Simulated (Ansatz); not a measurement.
# H4OSn: the cost of one run

Method: RKS B3LYP-D4/def2-SVPD, in Ansatz 0.2.0.

## 1. The starting structure

Bond lengths: Sn1–O2 2.160 Å, O2–H3 1.010 Å, Sn1–H4 1.940 Å, Sn1–H5 1.739 Å, Sn1–H6 1.739 Å. Angles: Sn1–O2–H3 74.6°, O2–Sn1–H4 38.9°, O2–Sn1–H5 123.2°, O2–Sn1–H6 123.2°, H4–Sn1–H5 122.7°, H4–Sn1–H6 122.7°, H5–Sn1–H6 109.5°.

As a file:

```xyz
6

Sn    0.0000    0.0000    0.0000
O     1.2811    0.0000    1.7390
H     0.3715   -0.2814    2.0762
H     1.8761    0.0000    0.4941
H    -0.8195    1.4198   -0.5794
H    -0.8195   -1.4198   -0.5794
```

## 2. A restrained relaxation towards end A

Springs on the bonds that form and break draw the guess towards this end; the thresholds are loose.

File input.yaml:

```yaml
crystal:
  periodic: [false, false, false]
  atoms:
    - { symbol: Sn, position_ang: [0.0, 0.0, 0.0] }
    - { symbol: O, position_ang: [1.2811, 0.0, 1.739] }
    - { symbol: H, position_ang: [0.3715, -0.2814, 2.0762] }
    - { symbol: H, position_ang: [1.8761, 0.0, 0.4941] }
    - { symbol: H, position_ang: [-0.8195, 1.4198, -0.5794] }
    - { symbol: H, position_ang: [-0.8195, -1.4198, -0.5794] }
basis:
  gaussian: { orbitals: def2-SVPD }
hamiltonian:
  xc: b3lyp
  dispersion: d4
relax:
  f_tol: 0.15
  max_steps: 25
  restrain:
    - { distance: [1, 3], at: 2.21, k: 30.0 }
    - { distance: [0, 1], at: 1.96, k: 30.0 }
    - { distance: [0, 3], at: 1.74, k: 30.0 }
```

Run with:

```console
> ansatz run input.yaml --threads 2 --pin off --max-ram 3072MiB --backend cpu --events-out ev --progress --plain --runs-dir out
```

What time and memory should one allow on 2 threads of Intel Xeon 6975P-C (Granite Rapids), shared host?

About 9 s, with a peak of 0.19 GiB.
